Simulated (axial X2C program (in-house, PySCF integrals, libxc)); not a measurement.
# Linear BrTiBr⁻ at several levels

The task here is to estimate one member of a computed series from the others.

The runs use an in-house X2C program for linear molecules on PySCF integrals; all-electron X2C, two-component (2c) or spin-free, Br dyall-av3z, Ti dyall-v3z.

All values are calculated.

2 further runs of the same task are left out: 2 set aside as unsound or not needed.

The first run:

task.json reads:

```json
{"zs": [35, 22, 35], "q": -1, "bas": ["dyall-av3z", "dyall-v3z", "dyall-av3z"], "r0": [2.5, 2.5], "symm": 1, "scan": ["PBE0", "HF", "PBE"], "levels": ["PBE0", "HF", "B3LYP"], "nst": 2}
```

Keys: zs atomic numbers; q charge; bas basis sets; r0 starting distance in Å; symm equal bonds; scan levels of the two-bond scan (MP2 follows by itself at each HF point); levels methods; nst determinants followed.

Run with:

```
$ python solin.py task.json out
```

Masses Br 78.918, Ti 47.948, Br 78.918 u.

Among the steps run: Scan at PBE0, 2c; Scan at HF, 2c; Scan at PBE, 2c.

One of the session's tables, all rows but one given; the rest of the session is left out.

```
          level  r(Br–Ti) (Å)  r(Ti–Br) (Å)  lower stretch (cm⁻¹)  upper stretch (cm⁻¹)
       PBE0, 2c         2.510         2.510                 158.0                 302.7
         HF, 2c         2.602         2.602                 146.4                 279.0
        PBE, 2c         2.500         2.500                 157.6                 300.6
        MP2, 2c         2.489         2.489                 162.7                 314.3
PBE0, spin-free         2.509         2.509                 158.1                 302.9
  HF, spin-free         2.601         2.601                 146.6                 279.4
 PBE, spin-free             ?             ?                     ?                     ?
 MP2, spin-free         2.489         2.489                 162.9                 314.5
```

Estimate the missing values for PBE, spin-free.

**Answer.** r(Br–Ti) (Å): 2.499; r(Ti–Br) (Å): 2.499; lower stretch (cm⁻¹): 157.8; upper stretch (cm⁻¹): 300.9. In the column «r(Br–Ti) (Å)» it lies between MP2, spin-free (2.489) and PBE, 2c (2.500).

Scans not shown above were run alike.

Limits of these values: For an anion the highest level of a functional can be positive, and the basis then holds the extra electron. The molecule was held linear; bending was not examined, so a bent shape may lie lower.
